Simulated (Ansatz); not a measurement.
# SnH₂Br radical (SMILES [Br][SnH2]): a rigid scan of the bond length Br1–Sn2

The task here is to estimate one member of a computed series from the others.

Computed with Ansatz 0.2.0, Gaussian basis. Level: single points in def2-TZVPP.

Levels: PBE-D4, r2SCAN-D4, PBE0-D4, B3LYP-D4, wB97M-V, Hartree-Fock, MP2, CCSD, CCSD(T). The scan takes 2.244, 2.294, 2.367, 2.453, 2.547, 2.650, 2.758, 2.872, 2.991 Å.

Correlated methods freeze the cores. Filled d shells of the heavier atoms are correlated. Core potentials replace the inner electrons past krypton, and spin-orbit coupling is left out. Orbitals are unrestricted. B3LYP uses VWN-RPA correlation.

18 further runs of the same task are left out: 18 set aside as unsound or not needed.

**The starting structure**

SMILES `[Br][SnH2]`, 4 atoms, charge 0, spin multiplicity 2.

Atoms are counted from 1 here; the program's logs count them from 0.

Bond lengths: Br1–Sn2 2.458 Å, Sn2–H3 1.738 Å, Sn2–H4 1.799 Å. Angles: Br1–Sn2–H3 108.0°, Br1–Sn2–H4 111.9°, H3–Sn2–H4 109.9°.

Coordinates:

```
Br   -2.0149    0.3899   -0.7042
Sn    0.3541   -0.1658   -0.3599
H     0.4355   -1.5099    0.7383
H     1.2808    1.2255    0.3055
```

Set-up of the first run:

pre/in.yaml

```yaml
crystal:
  periodic: [false, false, false]
  atoms:
    - {symbol: Br, position_ang: [-2.014900, 0.389900, -0.704200]}
    - {symbol: Sn, position_ang: [0.354100, -0.165800, -0.359900]}
    - {symbol: H, position_ang: [0.435500, -1.509900, 0.738300]}
    - {symbol: H, position_ang: [1.280800, 1.225500, 0.305500]}
basis:
  gaussian: {orbitals: def2-SVP}
magnetization: {spin_polarized: true, initial_magnetization: 1}
hamiltonian: {xc: pbe, dispersion: d4}
relax: {f_tol: 0.03, max_steps: 250}
```

The command line of these runs was not kept.

Among the steps run: A first relaxation in a small basis; Relaxation at PBE0-D4; Reference energies at the minimum; Br1–Sn2 = 2.244 Å; Br1–Sn2 = 2.294 Å; Br1–Sn2 = 2.367 Å; Br1–Sn2 = 2.453 Å; Br1–Sn2 = 2.547 Å; Br1–Sn2 = 2.650 Å; Br1–Sn2 = 2.758 Å; Br1–Sn2 = 2.872 Å; Br1–Sn2 = 2.991 Å.

One of the session's tables, all rows but one given; the rest of the session is left out.

It belongs to the step «The curves». Energies less that of the minimum at the same level (kJ/mol):

| bond length (Å) | PBE-D4 | PBE0-D4 | B3LYP-D4 | wB97M-V | Hartree-Fock |
| --- | --- | --- | --- | --- | --- |
| 2.244 | 55.0 | 48.2 | 56.9 | 47.3 | 55.7 |
| 2.294 | 34.1 | 28.6 | 35.4 | 27.7 | 33.8 |
| 2.367 | 13.8 | 10.3 | 14.5 | 9.7 | 13.0 |
| 2.453 | 2.0 | 0.9 | 2.2 | 0.7 | 1.6 |
| 2.493 (minimum) | 0.0 | 0.0 | 0.0 | 0.0 | 0.0 |
| 2.547 | 0.0 | 1.5 | -0.2 | 1.9 | 0.9 |
| 2.650 | 6.6 | 11.0 | 6.3 | 12.2 | 9.9 |
| 2.758 | 19.9 | 27.3 | 19.7 | 29.5 | 26.4 |
| 2.872 | ? | ? | ? | ? | ? |
| 2.991 | 59.4 | 73.0 | 59.7 | 77.9 | 74.5 |

Estimate the missing values for bond length (Å) = 2.872.

Worked estimate for «PBE-D4». A straight line through the neighbours (2.758, 19.9) and (2.991, 59.4) gives 19.9 + (59.4 − 19.9) × (2.872 − 2.758) / (2.991 − 2.758) = 39.2; a parabola fitted to 3 rows on both sides gives 37.4.

The run gave: PBE-D4: 38.1; PBE0-D4: 48.6; B3LYP-D4: 38.1; wB97M-V: 52.0; Hartree-Fock: 48.6. In «PBE-D4» the line misses by +1.1 and the parabola by -0.7.

Limits of these values: A polynomial through the near points puts the CCSD(T) minimum 0.007 Å below the PBE0-D4 value.
